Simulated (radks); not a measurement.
**La in [Xe] 5d1 7s2: an all-electron calculation**

Aim: the levels, the sizes of the orbitals and the parts of the energy of neutral lanthanum.

Method: Dirac Kohn-Sham, LDA (Slater exchange, Perdew-Wang correlation), spin-unpolarised, spherical densities, finite nucleus; open shells are shared between the two j in proportion to 2j + 1. Code: radks (a radial shooting solver on a logarithmic mesh, Libxc functionals) version 1.

## Step 1: Starting point

| Quantity | Value |
| --- | --- |
| element | lanthanum (Z = 57) |
| charge | 0 |
| electrons | 57 |
| configuration | [Xe] 5d1 7s2 |
| nuclear rms radius | 4.855 fm |

The outer shells:

La
```
[Xe] core
5d [↑ ][  ][  ][  ][  ]
7s [↑↓]
```

## Step 2: The run

Input:

```text
Z 57
configuration [Xe] 5d1 7s2
relativity Dirac
functional lda,pw
spin unpolarised
j_filling average
nucleus finite rms 4.855 fm
c 137.035999084
```

**Question.** What will this run give?

The runs gave:

```
                        quantity                   value
                    total energy      -8490.3807 hartree
exchange-correlation share of it                  2.32 %
                            −T/E                  1.0698
          highest occupied level        7s1/2, -1.851 eV
    most extended occupied level  7s1/2, <r> = 8.91 bohr
 radius at density 0.001 e/bohr³               4.02 bohr
    maxima of the radial density                       5
```

**Reading.** 6 principal shells are occupied and 5 maxima appear in the radial density; where shells overlap, one shows as a shoulder or not at all. −T/E is 1.070: with relativity the kinetic term as defined here no longer equals −E. This is not the tabulated ground configuration, so its levels and sizes aren't those of the ground state, and no measured value stands beside it.
